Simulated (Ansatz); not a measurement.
**HfN (Fm-3m): all-electron equation of state, by script**

Wanted for HfN (Fm-3m): an all-electron equation of state.

Computed with Ansatz 0.2.0 through its Python package. Level of theory: DFT LDA, all-electron LAPW.

## Step 1: The system

Symmetry: Fm-3m, No. 225, cubic system. The conventional cell has a = 4.512 Å, b = 4.512 Å, c = 4.512 Å, α = 90.00°, β = 90.00°, γ = 90.00°. Hf (site symmetry m-3m) is surrounded by 6 N at 2.26 Å. N (site symmetry m-3m) is surrounded by 6 Hf at 2.26 Å.

No structure file is read: the coordinates are typed or built in the script.

## Step 2: Script

Contents of eos_lapw.py:

```python
"""E(V) of HfN on LAPW."""

import logging
import sys

import ansatz as az
from ase.eos import EquationOfState
from ase.units import GPa
import numpy as np

logging.basicConfig(stream=sys.stdout, format="[%(levelname)s] %(message)s")
logger = logging.getLogger("hfn")
logger.setLevel(logging.INFO)

FUNCTIONAL = "lda"
FILLING = "Fermi-Dirac"
KGRID = (11, 11, 11)

vectors0 = np.array([
    [0.0, 2.256, 2.256],
    [2.256, 0.0, 2.256],
    [2.256, 2.256, 0.0],
])
sites = [
    ("Hf", (0.0, 0.0, 0.0)),
    ("N", (0.5, 0.5, 0.5)),
]


def build(cell):
    crystal = az.Crystal(lattice=az.Lattice.of(cell))
    for symbol, position in sites:
        crystal = crystal.atom(symbol, position)
    return crystal

volumes, energies = [], []
for scale in np.linspace(0.94, 1.06, 5):
    cell = vectors0 * scale ** (1 / 3)
    setup = (
        build(cell).calculation()
        .functional(FUNCTIONAL)
        .occupations(FILLING, width=100 * az.meV)
        .kpoints(*KGRID)
        .pseudopotentials("all_electron", lapw=True)
    )
    rep = setup.run(threads=1).report
    volumes.append(abs(np.linalg.det(cell)) / len(sites))
    energies.append(rep["free_energy_ev"] / len(sites))
    logger.info(f"{scale:.3f} {volumes[-1]:9.4f} A^3/atom {energies[-1]:16.5f} eV/atom  (estimated basis error {1000 * rep['lapw_basis_errors']['total_ev_per_atom']:.2f} meV/atom)")
v0, e0, bulk = EquationOfState(volumes, energies, eos="birchmurnaghan").fit()
logger.info(f"V0 = {v0:.4f} A^3/atom, B0 = {bulk / GPa:.1f} GPa")
```

## Step 3: The calls as engine input

The package turns the script's settings into the engine's input (first run):

```yaml
crystal:
  lattice:
    - [0.0, 2.2099462612623064, 2.2099462612623064]
    - [2.2099462612623064, 0.0, 2.2099462612623064]
    - [2.2099462612623064, 2.2099462612623064, 0.0]
  atoms:
    - { symbol: Hf, position: [0.0, 0.0, 0.0] }
    - { symbol: "N", position: [0.5, 0.5, 0.5] }
kpoints:
  mp_grid:
    grid: [11, 11, 11]
hamiltonian:
  xc: lda
  pseudopotentials:
    kind: all_electron
    lapw: {}
scf:
  occupations:
    method: fermi_dirac
    width: 0.1
```

## Step 4: The run

Run with:

```sh
> python eos_lapw.py
```

The log of the run:

```text
[INFO] 0.940   10.7931 A^3/atom    -205744.93195 eV/atom  (estimated basis error 0.08 meV/atom)
[INFO] 0.970   11.1375 A^3/atom    -205744.94388 eV/atom  (estimated basis error 0.08 meV/atom)
[INFO] 1.000   11.4820 A^3/atom    -205744.93556 eV/atom  (estimated basis error 0.08 meV/atom)
[INFO] 1.030   11.8265 A^3/atom    -205744.91002 eV/atom  (estimated basis error 0.08 meV/atom)
[INFO] 1.060   12.1709 A^3/atom    -205744.86986 eV/atom  (estimated basis error 0.08 meV/atom)
[INFO] V0 = 11.1589 A^3/atom, B0 = 300.5 GPa
```

Run time: 76 s. Hardware: 1 thread of Arm Neoverse V2, shared host; peak memory 0.51 GiB.

## Step 5: What changed from run to run

The engine's inputs for some of the other runs:

Run 2, against run 1:

```diff
@@ -3,3 +3,3 @@
-    - [0.0, 2.2099462612623064, 2.2099462612623064]
-    - [2.2099462612623064, 0.0, 2.2099462612623064]
-    - [2.2099462612623064, 2.2099462612623064, 0.0]
+    - [0.0, 2.2332105631060357, 2.2332105631060357]
+    - [2.2332105631060357, 0.0, 2.2332105631060357]
+    - [2.2332105631060357, 2.2332105631060357, 0.0]
```

Run 4, against run 1:

```diff
@@ -3,3 +3,3 @@
-    - [0.0, 2.2099462612623064, 2.2099462612623064]
-    - [2.2099462612623064, 0.0, 2.2099462612623064]
-    - [2.2099462612623064, 2.2099462612623064, 0.0]
+    - [0.0, 2.2783380864167118, 2.2783380864167118]
+    - [2.2783380864167118, 0.0, 2.2783380864167118]
+    - [2.2783380864167118, 2.2783380864167118, 0.0]
```

Run 5, against run 1:

```diff
@@ -3,3 +3,3 @@
-    - [0.0, 2.2099462612623064, 2.2099462612623064]
-    - [2.2099462612623064, 0.0, 2.2099462612623064]
-    - [2.2099462612623064, 2.2099462612623064, 0.0]
+    - [0.0, 2.3002465273845196, 2.3002465273845196]
+    - [2.3002465273845196, 0.0, 2.3002465273845196]
+    - [2.3002465273845196, 2.3002465273845196, 0.0]
```

## Step 6: The engine's runs

One row for each of the 5 runs:

```csv
run,volume (Å³/atom),energy from run 2 (meV/atom),SCF cycles,CPU time (s)
1,10.793,11.93,10,15
2,11.138,0.00,10,15
3,11.482,8.32,10,15
4,11.826,33.86,10,15
5,12.171,74.02,10,14
```

Energies are free energies F = E - TS of the smeared occupations. 

## Step 7: Outcome

| quantity | value |
| --- | --- |
| runs compared | 5 |
| range of energy | 74.02 meV/atom |
| lowest point, volume (Å³/atom) | 11.138 |
| equilibrium volume (fit) | 11.16 Å³/atom |
| bulk modulus (fit) | 301 GPa |

What this shows: A third-order Birch-Murnaghan fit through the 5 points has its minimum at 11.16 Å³ an atom, 2.8 % below the typed cell, with a bulk modulus of 301 GPa and dB/dP = 4.3. From that minimum the energy rises by 12.0 meV an atom on the compressed side and 74.1 meV on the expanded side. All-electron totals depend on functional, relativistic treatment and basis; only differences at equal settings carry meaning. Spin is left out of this run. The mesh is modest for a metal, so energies can be off by several to tens of meV an atom and pressures by half a GPa or more; differences at equal mesh fare better. Spin-orbit coupling, which matters for elements this heavy, is left out.
